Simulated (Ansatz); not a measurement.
# Si₄Ge₂H₁₂: one species, many methods

Aim: compute Si₄Ge₂H₁₂ with functionals from several rungs and with coupled cluster. The yardstick is the atomisation energy at the CCSD(T) limit.

Method: functionals in def2-TZVPP, the program's frozen cores in correlated methods; program: Ansatz 0.2.0, Gaussian basis.

Levels to be run: LDA (SPW92), PBE-D4, revPBE-D4, BLYP-D4, r2SCAN-D4, B97M-V, PBE0-D4, B3LYP-D4, r2SCANh-D4, r2SCAN0-D4, HSE06-D4, BHLYP-D4, CAM-B3LYP-D4, LC-ωPBE, ωB97X-V, ωB97M-V, B2PLYP, PBE-QIDH; CCSD(T)/def2-SVP; CCSD(T)/def2-TZVPP; MP2/def2-QZVPP; extrapolation to the limit; RPA on PBE.

## Step 1: The geometry

The geometry comes from an earlier relaxation with PBE0-D4 in a triple-zeta def2 set; it is a stationary point, not always the lowest conformer.

SMILES `[SiH2]1[SiH2][GeH2][SiH2][SiH2][GeH2]1`, 18 atoms, charge 0, spin multiplicity 1.

Atoms are counted from 1 here; the program's logs count them from 0.

Bond lengths: Si1–Si2 2.334 Å, Si1–Ge6 2.387 Å, Si1–H7 1.489 Å, Si1–H8 1.490 Å, Si2–Ge3 2.388 Å, Si2–H9 1.490 Å, Si2–H10 1.489 Å, Ge3–Si4 2.388 Å, Ge3–H11 1.541 Å, Ge3–H12 1.541 Å, Si4–Si5 2.334 Å, Si4–H13 1.489 Å, Si4–H14 1.490 Å, Si5–Ge6 2.388 Å, Si5–H15 1.490 Å, Si5–H16 1.489 Å, Ge6–H17 1.541 Å, Ge6–H18 1.541 Å. Angles: Si2–Si1–Ge6 108.0°, Si2–Si1–H7 112.6°, Si2–Si1–H8 108.7°, Ge6–Si1–H7 110.4°, Ge6–Si1–H8 108.7°, H7–Si1–H8 108.3°, Si1–Si2–Ge3 108.0°, Si1–Si2–H9 108.7°, Si1–Si2–H10 112.6°, Ge3–Si2–H9 108.7°, Ge3–Si2–H10 110.4°, H9–Si2–H10 108.3°, Si2–Ge3–Si4 110.8°, Si2–Ge3–H11 109.4°, Si2–Ge3–H12 109.7°, Si4–Ge3–H11 109.7°, Si4–Ge3–H12 109.4°, H11–Ge3–H12 107.8° and more.

Coordinates:

```
atom    x (Å)    y (Å)    z (Å)
 Si1   0.2671   2.0766  -0.6303
 Si2   1.9789   0.8511   0.3781
 Ge3   1.8003  -1.4118  -0.3621
 Si4  -0.4864  -2.0209  -0.6794
 Si5  -1.7604  -0.9072   0.9287
 Ge6  -1.7993   1.4125   0.3644
  H7   0.4588   3.5474  -0.4954
  H8   0.2294   1.7411  -2.0817
  H9   1.7873   0.8881   1.8554
 H10   3.3311   1.3931   0.0684
 H11   2.5710  -1.5793  -1.6860
 H12   2.4405  -2.3512   0.6784
 H13  -0.6434  -3.5003  -0.6105
 H14  -0.9193  -1.5671  -2.0311
 H15  -1.1007  -1.0659   2.2554
 H16  -3.1475  -1.4396   1.0298
 H17  -2.0491   2.2514   1.6327
 H18  -2.9581   1.6818  -0.6150
```

## Step 2: LDA

This LDA is Slater exchange with PW92 correlation.

in.yaml

```yaml
crystal:
  periodic: [false, false, false]
  atoms:
    - {symbol: Si, position_ang: [0.267058, 2.076641, -0.630293]}
    - {symbol: Si, position_ang: [1.978906, 0.851096, 0.378087]}
    - {symbol: Ge, position_ang: [1.800292, -1.411801, -0.362064]}
    - {symbol: Si, position_ang: [-0.486396, -2.020865, -0.679357]}
    - {symbol: Si, position_ang: [-1.760366, -0.907151, 0.928724]}
    - {symbol: Ge, position_ang: [-1.799257, 1.412522, 0.364412]}
    - {symbol: H, position_ang: [0.458796, 3.547355, -0.495413]}
    - {symbol: H, position_ang: [0.229416, 1.741076, -2.081653]}
    - {symbol: H, position_ang: [1.787323, 0.888122, 1.855380]}
    - {symbol: H, position_ang: [3.331066, 1.393062, 0.068413]}
    - {symbol: H, position_ang: [2.570979, -1.579257, -1.685997]}
    - {symbol: H, position_ang: [2.440488, -2.351181, 0.678364]}
    - {symbol: H, position_ang: [-0.643434, -3.500252, -0.610470]}
    - {symbol: H, position_ang: [-0.919334, -1.567110, -2.031069]}
    - {symbol: H, position_ang: [-1.100734, -1.065855, 2.255438]}
    - {symbol: H, position_ang: [-3.147546, -1.439603, 1.029837]}
    - {symbol: H, position_ang: [-2.049143, 2.251445, 1.632708]}
    - {symbol: H, position_ang: [-2.958125, 1.681765, -0.615027]}
basis:
  gaussian: {orbitals: def2-TZVPP}
hamiltonian: {xc: lda}
output: {orbitals: {seedname: orbitals}}
```

The runs that follow: PBE-D4 (GGA); revPBE-D4 (GGA); BLYP-D4 (GGA); r2SCAN-D4 (meta-GGA); B97M-V (meta-GGA); PBE0-D4 (hybrid); B3LYP-D4 (hybrid); r2SCANh-D4 (hybrid); r2SCAN0-D4 (hybrid); HSE06-D4 (hybrid); BHLYP-D4 (hybrid); CAM-B3LYP-D4 (range-separated); LC-ωPBE-D4 (range-separated); ωB97X-V (range-separated); ωB97M-V (range-separated); B2PLYP (double hybrid); PBE-QIDH (double hybrid); CCSD(T) in def2-SVP; CCSD(T) in def2-TZVPP; MP2 in def2-QZVPP; RPA on PBE orbitals.

Before running them: what should the planned runs give, taken together? Wanted: atomisation energy, CCSD(T)/CBS; farthest beyond LDA; mean size of error, GGA; mean size of error, meta-GGA; mean size of error, hybrid; mean size of error, range-separated; mean size of error, double hybrid; gap, smallest and largest; T1 diagnostic.

The runs gave:

| quantity | value |
| --- | --- |
| atomisation energy, CCSD(T)/CBS | 5177.8 kJ/mol |
| functionals within 51.8 kJ/mol (1.0 %) | r2SCAN-D4, B97M-V, B3LYP-D4, r2SCANh-D4, r2SCAN0-D4, CAM-B3LYP-D4, ωB97X-V |
| farthest beyond LDA | revPBE-D4 (-148.8 kJ/mol) |
| mean size of error, GGA | 118.6 kJ/mol |
| mean size of error, meta-GGA | 23.7 kJ/mol |
| mean size of error, hybrid | 49.0 kJ/mol |
| mean size of error, range-separated | 60.2 kJ/mol |
| mean size of error, double hybrid | 105.4 kJ/mol |
| gap, smallest and largest | 5.15 eV (LDA (SPW92)), 11.52 eV (LC-ωPBE) |
| T1 diagnostic | 0.0133 |
| triples share of the correlation energy | 3.9 % |

The LDA atomisation energy is off by 538.0 kJ/mol (10 %): it overbinds. PBE-D4 misses by -77.7 kJ/mol. Double hybrids carry the basis error of their MP2 part in triple zeta, and no dispersion term here, so their miss is partly the set-up's. The rungs meta-GGA, hybrid miss on average by less than the doubt on the reference (51.8 kJ/mol), so they tie. Misses under about 51.8 kJ/mol are within the doubt on the reference itself, which lacks core-valence correlation, relativity and higher excitations, and its outer-core shells are covered unevenly. Hartree-Fock recovers 74 % of the binding; the rest is correlation. CCSD(T) in def2-SVP is off by -381.5 kJ/mol, worse than the median functional, from the basis alone. Orbital gaps span 5.2 to 11.5 eV; exact exchange widens them. Correlated methods include outer-core shells of Ge, which these sets cover unevenly.
